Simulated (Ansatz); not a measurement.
# TiAl3Ni2: the cost of one run

Program: Ansatz 0.2.0. Level of theory: DFT PBE, scalar-relativistic, plane waves, PAW. These are calculated values, not measurements.

## 1. Starting point

The structure is orthorhombic, space group Cmmm (No. 65). The conventional cell has a = 4.066 Å, b = 4.097 Å, c = 9.751 Å, α = 90.00°, β = 90.00°, γ = 90.00°. Ti (site symmetry mmm) has 8 Al at 2.60 to 2.61 Å and 4 Ti at 2.89 Å as nearest neighbours. Al (site symmetry mmm) has 8 Ni at 2.60 to 2.61 Å and 4 Al at 2.89 Å as nearest neighbours. Al (site symmetry mm2) has 4 Ni at 2.60 to 2.61 Å and 4 Ti at 2.60 to 2.61 Å and 4 Al at 2.89 Å as nearest neighbours. Around Ni (site symmetry mm2) lie 8 Al at 2.60 to 2.61 Å and 4 Ni at 2.89 Å.

As a file:

```
CELL_PARAMETERS angstrom
2.03316 -2.04837 0.00000
2.03316 2.04837 0.00000
0.00000 0.00000 9.75138
ATOMIC_POSITIONS crystal
Ti 0.50000 0.50000 0.50000
Al 0.00000 0.00000 0.00000
Al 0.00000 0.00000 0.33333
Al 0.00000 0.00000 0.66667
Ni 0.50000 0.50000 0.16667
Ni 0.50000 0.50000 0.83333
```

The start is an ordering of an alloy on its end members' structure types: elements ordered on the sites of the AlNi type, Ti/Ni on Ni (Cmmm, No. 65).

## 2. The guess as it stands, on a coarse mesh

input.yaml

```yaml
crystal:
  lattice:
    - [2.03316369, -2.04836628, 0.0]
    - [2.03316369, 2.04836628, 0.0]
    - [0.0, 0.0, 9.7513822]
  atoms:
    - { symbol: Ti, position: [0.5, 0.5, 0.5] }
    - { symbol: Al, position: [0.0, 0.0, 0.0] }
    - { symbol: Al, position: [0.0, 0.0, 0.33333333] }
    - { symbol: Al, position: [0.0, 0.0, 0.66666667] }
    - { symbol: Ni, position: [0.5, 0.5, 0.16666667], spin: 2.0 }
    - { symbol: Ni, position: [0.5, 0.5, 0.83333333], spin: 2.0 }
basis:
  ecutwfc: 420
kpoints:
  mp_grid: { grid: [6, 6, 2] }
hamiltonian:
  xc: pbe
scf:
  occupations: { method: gaussian, width: 0.1 }
  lower_state_search: "off"
output:
  forces: true
  stress: true
  eigenvalues: true
  populations: true
magnetization:
  spin_polarized: true
```

Started as:

```bash
$ ansatz run input.yaml --threads 1 --pin off --max-ram 2560MiB --backend cpu --events-out ev --progress --plain --runs-dir out
```

What time and memory should one allow on 1 thread of Intel Xeon Platinum 8488C (Sapphire Rapids), shared host?

About 11 s, with a peak of 0.48 GiB.
